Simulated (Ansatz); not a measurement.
Working through a single point in a Gaussian basis of C₃H₄FNSi, SMILES C=C[SiH](F)C#N

With Ansatz 0.2.0 through its Python package.

Notebook, run cell by cell (the value of a cell's last expression is shown):

```python
from pathlib import Path
import warnings

import ansatz
from ase import Atoms
```

```python
warnings.simplefilter('ignore', ansatz.DeckWarning)
```

```python
atoms = Atoms(['C', 'C', 'Si', 'F', 'C', 'N', 'H', 'H', 'H', 'H'], positions=[
    (-0.7372, -1.6838, -0.6803),
    (-0.2898, -0.3989, -0.7469),
    (0.6648, 0.4571, 0.5542),
    (0.5007, -0.3229, 1.9388),
    (0.2363, 2.261, 0.7517),
    (-0.0471, 3.408, 0.8664),
    (-0.6256, -2.2822, 0.1776),
    (-1.3162, -2.0279, -1.5311),
    (-0.4448, 0.2306, -1.5863),
    (2.1419, 0.3079, 0.2587),
])
mol = ansatz.Crystal.molecule_from_ase(atoms)
```

```python
calc = mol.calculation()
calc = calc.basis(gaussian='def2-SVP')
calc = calc.functional('pbe0').orbitals()
print(calc.to_yaml())
res = calc.run(threads=1, runs_dir='runs')
report = res.report
```

    crystal:
      periodic: [false, false, false]
      atoms:
        - { symbol: C, position_ang: [-0.7372, -1.6838, -0.6803] }
        - { symbol: C, position_ang: [-0.2898, -0.3989, -0.7469] }
        - { symbol: Si, position_ang: [0.6648, 0.4571, 0.5542] }
        - { symbol: F, position_ang: [0.5007, -0.3229, 1.9388] }
        - { symbol: C, position_ang: [0.2363, 2.261, 0.7517] }
        - { symbol: "N", position_ang: [-0.0471, 3.408, 0.8664] }
        - { symbol: H, position_ang: [-0.6256, -2.2822, 0.1776] }
        - { symbol: H, position_ang: [-1.3162, -2.0279, -1.5311] }
        - { symbol: H, position_ang: [-0.4448, 0.2306, -1.5863] }
        - { symbol: H, position_ang: [2.1419, 0.3079, 0.2587] }
    basis:
      gaussian:
        orbitals: def2-SVP
    hamiltonian:
      xc: pbe0
    output:
      orbitals: {}

```python
{key: value for key, value in report.items() if isinstance(value, (int, float)) and 'ev' in key}
```

    {'free_energy_ev': -15241.211756621895, 'reference_energy_ev': -15241.211756621895}

```python
print(f'E = {report["free_energy_ev"]:.6f} eV = {report["free_energy_ev"] / 27.211386246:.7f} Ha')
print('converged:', report['converged'], ' doubts:', report['published_state_doubts'] or 'none')
```

    E = -15241.211757 eV = -560.1042012 Ha
    converged: True  doubts: none

```python
lines = Path(report['orbitals_path']).read_text().splitlines()
field_of = lambda key: [line.split('=')[1].strip() for line in lines if line.startswith(key)]
orbitals = [(27.211386 * float(e), s, float(n)) for e, s, n in zip(field_of('Ene='), field_of('Spin='), field_of('Occup='))]
homo = max(e for e, _, n in orbitals if n > 0.5)
lumo = min(e for e, _, n in orbitals if n < 0.5)
for e, spin, n in sorted(orbitals):
    if homo - 6 < e < lumo + 5:
        print(f'{spin:6s} {e:10.3f} eV  occupation {n:.0f}')
```

    Alpha     -14.470 eV  occupation 2
    Alpha     -13.787 eV  occupation 2
    Alpha     -13.112 eV  occupation 2
    Alpha     -12.747 eV  occupation 2
    Alpha     -12.376 eV  occupation 2
    Alpha     -11.340 eV  occupation 2
    Alpha     -10.531 eV  occupation 2
    Alpha     -10.287 eV  occupation 2
    Alpha     -10.157 eV  occupation 2
    Alpha      -9.413 eV  occupation 2
    Alpha      -8.605 eV  occupation 2
    Alpha      -1.591 eV  occupation 0
    Alpha      -1.099 eV  occupation 0
    Alpha      -0.435 eV  occupation 0
    Alpha       1.747 eV  occupation 0
    Alpha       2.562 eV  occupation 0
    Alpha       2.646 eV  occupation 0
    Alpha       3.343 eV  occupation 0

Notes:
- Total energies depend on the basis set; only differences at equal settings carry meaning.
- The geometry is a force-field or estimated start, not a minimum of this method, and the basis set is short of its limit.
- Alpha marks a spatial orbital of a restricted run, filled by both spins.
- Levels such as HOMO and LUMO are orbital energies: with these approximate functionals they aren't the ionisation energy and electron affinity, and their gap isn't the fundamental gap.
- Run time: 2.5 s on 1 thread of Intel(R) Xeon(R) 6975P-C (Granite Rapids), on a shared host, peak memory 0.31 GiB.

(Lines on the test bed's own set-up are left out of the output.)
